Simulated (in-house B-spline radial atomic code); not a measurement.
# Hg⁶¹⁺: ionisation energy by several methods

Wanted: one ionisation energy, Hg⁶¹⁺ to configuration [Ne] 3s2 3p6, up the ladder of functionals.

Method: scalar-relativistic (X2C), several functionals, spin-polarised; spherical all-electron atom at the radial basis limit. Code: in-house B-spline radial atomic code version 1.

**1. Starting point**

| Property | Result |
| --- | --- |
| element | mercury (Z = 80) |
| charge | +61 |
| electrons | 19 |
| configuration | [Ar] 3d1 |
| nucleus | Fermi, rms radius 5.465 fm |

Outer shells as boxes (Hund's rule):

[Ar] 3d1
```
[Ar] core
3d [↑ ][  ][  ][  ][  ]
```

Where spins are not typed, each open shell is filled with up spins first.

**2. PBE, a GGA**

Settings of the run:

```ini
Z = 80
electrons = 19.0
configuration = [Ar] 3d1
hamiltonian = x2c
method = pbe,pbe
spin_polarised = True
nucleus = fermi
rms_radius = 5.4648
mass_number = 202
atomic_mass = 201.970643604
speed_of_light = 137.035999084
```

**3. LDA (VWN5)**

Settings: those of step 2 with these lines changed.

```diff
@@ -4,3 +4,3 @@
 hamiltonian = x2c
-method = pbe,pbe
+method = lda,vwn
 spin_polarised = True
```

**4. Hartree-Fock**

Settings: those of step 3 with these lines changed.

```diff
@@ -4,3 +4,3 @@
 hamiltonian = x2c
-method = lda,vwn
+method = hf
 spin_polarised = True
```

**5. PW91, a GGA**

Settings: those of step 4 with these lines changed.

```diff
@@ -4,3 +4,3 @@
 hamiltonian = x2c
-method = hf
+method = pw91,pw91
 spin_polarised = True
```

**6. LDA (PW92)**

Settings: those of step 5 with these lines changed.

```diff
@@ -4,3 +4,3 @@
 hamiltonian = x2c
-method = pw91,pw91
+method = lda,pw
 spin_polarised = True
```

Q: The tabulated ionisation energy is 6508 ± 12 eV (tabulated theoretical; NIST Atomic Spectra Database). What does each method give, and which comes nearest?

The runs gave:

| method | rung | total energy (hartree) | ΔSCF (eV) | −ε highest (eV) | ΔSCF less tabulated (eV) |
| --- | --- | --- | --- | --- | --- |
| LDA (VWN5) | LDA | -15657.3592 | 6445.47 | 6369.80 (3d up) | -62.53 |
| LDA (PW92) | LDA | -15657.3518 | 6445.46 | 6369.79 (3d up) | -62.54 |
| PBE | GGA | -15669.7973 | 6445.32 | 6369.87 (3d up) | -62.68 |
| PW91 | GGA | -15670.9014 | 6446.31 | 6370.79 (3d up) | -61.69 |
| Hartree-Fock | Hartree-Fock | -15667.4632 | 6444.59 | 6446.31 (3d up) | -63.41 |

What this shows: Tables give 6508 ± 12 eV (tabulated theoretical; NIST Atomic Spectra Database) for the ionisation energy. PW91 misses by -61.69 eV, the least, and Hartree-Fock by -63.41 eV (0.97 %), the most. Mean absolute error by rung (exchange-only levels left out): LDA 62.54 eV, GGA 62.18 eV, Hartree-Fock 63.41 eV. All methods miss on the same side by much the same amount, which points to something that they share. Relativistic terms that these runs lack can be as large as the gaps between close methods, so the nearest may be so by luck. PBE is off by -62.68 eV. Spin-orbit coupling is left out. Open shells are averaged (over orientations, and over spins where the run is restricted), while tables refer to the lowest levels.

Members of this set that are not shown: 2 used exact exchange with fractional occupations of an open shell, which is unsound here.
